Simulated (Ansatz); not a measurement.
**ClFHSSi radical: one species, many methods**

The task here is to estimate one member of a computed series from the others.

Method: functionals in def2-TZVPP, the program's frozen cores in correlated methods; program: Ansatz 0.2.0, Gaussian basis.

Plan: LDA (SPW92), PBE-D4, revPBE-D4, BLYP-D4, r2SCAN-D4, B97M-V, PBE0-D4, B3LYP-D4, r2SCANh-D4, r2SCAN0-D4, HSE06-D4, BHLYP-D4, CAM-B3LYP-D4, LC-ωPBE, ωB97X-V, ωB97M-V, B2PLYP, PBE-QIDH; CCSD(T)/def2-SVP; CCSD(T)/def2-TZVPP; MP2/def2-QZVPP; extrapolation to the limit; RPA on PBE.

## The geometry

An earlier PBE0-D4 in a triple-zeta def2 set relaxation fixed the geometry.

SMILES `F[SiH]([S])Cl`, 5 atoms, charge 0, spin multiplicity 2.

Atoms are counted from 1 here; the program's logs count them from 0.

Bond lengths: F1–Si2 1.586 Å, Si2–S3 2.101 Å, Si2–Cl4 2.036 Å, Si2–H5 1.473 Å. Angles: F1–Si2–S3 112.6°, F1–Si2–Cl4 108.5°, F1–Si2–H5 106.8°, S3–Si2–Cl4 104.7°, S3–Si2–H5 113.2°, Cl4–Si2–H5 111.1°.

Set-up of the first run:

Contents of in.yaml:

```yaml
crystal:
  periodic: [false, false, false]
  atoms:
    - {symbol: F, position_ang: [0.063796, -0.754404, 1.465330]}
    - {symbol: Si, position_ang: [0.139178, -0.051811, 0.044950]}
    - {symbol: S, position_ang: [-0.590544, 1.918236, 0.079795]}
    - {symbol: Cl, position_ang: [-1.101956, -1.040844, -1.230056]}
    - {symbol: H, position_ang: [1.539426, -0.144778, -0.401420]}
basis:
  gaussian: {orbitals: def2-TZVPP}
magnetization: {spin_polarized: true, initial_magnetization: 1}
hamiltonian: {xc: lda}
output: {orbitals: {seedname: orbitals}}
```

Steps of the session up to this table: LDA; PBE-D4 (GGA); revPBE-D4 (GGA); BLYP-D4 (GGA); r2SCAN-D4 (meta-GGA); B97M-V (meta-GGA); PBE0-D4 (hybrid); B3LYP-D4 (hybrid); r2SCANh-D4 (hybrid); r2SCAN0-D4 (hybrid); HSE06-D4 (hybrid); BHLYP-D4 (hybrid); CAM-B3LYP-D4 (range-separated); LC-ωPBE-D4 (range-separated; the results give it without D4); ωB97X-V (range-separated); ωB97M-V (range-separated); B2PLYP (double hybrid); PBE-QIDH (double hybrid).

One of the session's tables, all rows but one given; the rest of the session is left out.

It belongs to the step «Frontier levels by functional». 

```
  functional  HOMO (eV)  LUMO (eV)  gap (eV)
 LDA (SPW92)      -6.85      -6.73      0.12
      PBE-D4      -6.76      -6.27      0.49
   revPBE-D4      -6.72      -6.15      0.57
     BLYP-D4          ?          ?         ?
   r2SCAN-D4      -7.10      -5.94      1.16
      B97M-V      -7.15      -6.11      1.04
     PBE0-D4      -8.08      -5.17      2.91
    B3LYP-D4      -7.81      -5.53      2.29
  r2SCANh-D4      -7.58      -5.53      2.05
  r2SCAN0-D4      -8.29      -4.91      3.38
    HSE06-D4      -7.68      -5.56      2.12
    BHLYP-D4      -9.22      -4.02      5.19
CAM-B3LYP-D4      -9.44      -4.04      5.40
     LC-ωPBE     -10.91      -2.58      8.33
     ωB97X-V     -10.51      -3.06      7.44
     ωB97M-V     -10.28      -3.16      7.12
```

**Question.** Estimate the row for BLYP-D4.

Worked estimate for «HOMO (eV)». Against the share of exact exchange, B3LYP-D4 (0.2, -7.81), BHLYP-D4 (0.5, -9.22) give a slope of -4.70 per unit share; at 0 the line stands at -6.87.

As computed: HOMO (eV): -6.59; LUMO (eV): -6.20; gap (eV): 0.39. In «HOMO (eV)» the line misses by -0.28.
